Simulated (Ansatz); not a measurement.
This script for the Python package of Ansatz (0.2.0) starts 4 runs on AlFH7NSi2, SMILES [NH2][AlH][SiH](F)[SiH3]. What input does the engine get in each?

The script, `alfh7nsi2_methods.py`:
```python
"""One geometry of AlFH7NSi2, method by method."""

from pathlib import Path

import ansatz as az
import numpy as np

BASIS = "def2-SVP"

GEOMETRY = """
N    -2.39780    0.21300   -0.91070
Al   -1.46800   -0.85340    0.28310
Si    0.59430   -0.12560    1.08300
F     0.50430    1.32360    1.94790
Si    1.99200    0.21100   -0.65440
H    -3.33590    0.53120   -0.44090
H    -1.86890    1.14000   -1.03440
H    -2.01420   -2.24890    0.72420
H     1.20360   -1.13540    2.02380
H     3.29890    0.68400   -0.12470
H     2.14810   -1.03850   -1.35970
H     1.42060    1.24370   -1.50310
"""


def main() -> None:
    alfh7nsi2 = az.Crystal.molecule()
    for line in GEOMETRY.strip().splitlines():
        symbol, *xyz = line.split()
        alfh7nsi2 = alfh7nsi2.atom(symbol, [float(v) for v in xyz])

    calc = alfh7nsi2.calculation()
    calc = calc.basis(gaussian=BASIS)
    calc = calc.accuracy("medium")

    print("functional    E (Ha)        dipole (D)   HOMO (eV)  LUMO (eV)")
    for name in ["revpbe", "b3lyp", "blyp", "pbe0"]:
        rep = calc.functional(name).forces().orbitals().run(runs_dir="runs").report
        lines = Path(rep["orbitals_path"]).read_text().splitlines()
        field_of = lambda key: [line.split("=")[1].strip() for line in lines if line.startswith(key)]
        orbitals = [(27.211386 * float(e), s, float(n)) for e, s, n in zip(field_of("Ene="), field_of("Spin="), field_of("Occup="))]
        homo = max(e for e, _, n in orbitals if n > 0.5)
        lumo = min(e for e, _, n in orbitals if n < 0.5)
        dipole = 4.803205 * np.linalg.norm(rep["charge_distribution"]["dipole_moment_e_ang"])
        print(f"{name:10s} {rep['free_energy_ev'] / 27.211386246:14.6f} {dipole:9.3f} {homo:11.3f} {lumo:10.3f}")


if __name__ == "__main__":
    main()
```

Run 1:
```yaml
crystal:
  periodic: [false, false, false]
  atoms:
    - { symbol: "N", position_ang: [-2.3978, 0.213, -0.9107] }
    - { symbol: Al, position_ang: [-1.468, -0.8534, 0.2831] }
    - { symbol: Si, position_ang: [0.5943, -0.1256, 1.083] }
    - { symbol: F, position_ang: [0.5043, 1.3236, 1.9479] }
    - { symbol: Si, position_ang: [1.992, 0.211, -0.6544] }
    - { symbol: H, position_ang: [-3.3359, 0.5312, -0.4409] }
    - { symbol: H, position_ang: [-1.8689, 1.14, -1.0344] }
    - { symbol: H, position_ang: [-2.0142, -2.2489, 0.7242] }
    - { symbol: H, position_ang: [1.2036, -1.1354, 2.0238] }
    - { symbol: H, position_ang: [3.2989, 0.684, -0.1247] }
    - { symbol: H, position_ang: [2.1481, -1.0385, -1.3597] }
    - { symbol: H, position_ang: [1.4206, 1.2437, -1.5031] }
accuracy: medium
basis:
  gaussian:
    orbitals: def2-SVP
hamiltonian:
  xc: revpbe
output:
  orbitals: {}
  forces: true
```

Run 2, against run 1:
```diff
-  xc: revpbe
+  xc: b3lyp
```

Run 3, against run 1:
```diff
-  xc: revpbe
+  xc: blyp
```

Run 4, against run 1:
```diff
-  xc: revpbe
+  xc: pbe0
```

```console
$ python alfh7nsi2_methods.py
functional    E (Ha)        dipole (D)   HOMO (eV)  LUMO (eV)
revpbe        -979.653693     0.975      -5.839     -2.697
b3lyp         -979.946445     0.881      -6.856     -2.207
blyp          -979.831080     0.977      -5.711     -2.592
pbe0          -979.359606     0.867      -7.097     -2.089
```

The settings weren't tested for convergence. The geometry is a force-field or estimated start, not a minimum of this method, and the basis set is short of its limit. A lower total doesn't mark the better method: functionals have no common bound, and MP2 and coupled cluster aren't variational. b3lyp holds the VWN-RPA fit, as in Gaussian; the form of ORCA and Turbomole is b3lyp5. Levels such as HOMO and LUMO are orbital energies: with these approximate functionals they aren't the ionisation energy and electron affinity, and their gap isn't the fundamental gap. Finished in 15 s on 1 thread of Intel(R) Xeon(R) Platinum 8488C (Sapphire Rapids), with other jobs on the host, peak memory 0.33 GiB.

(Lines on the test bed's own set-up are left out of the output.)
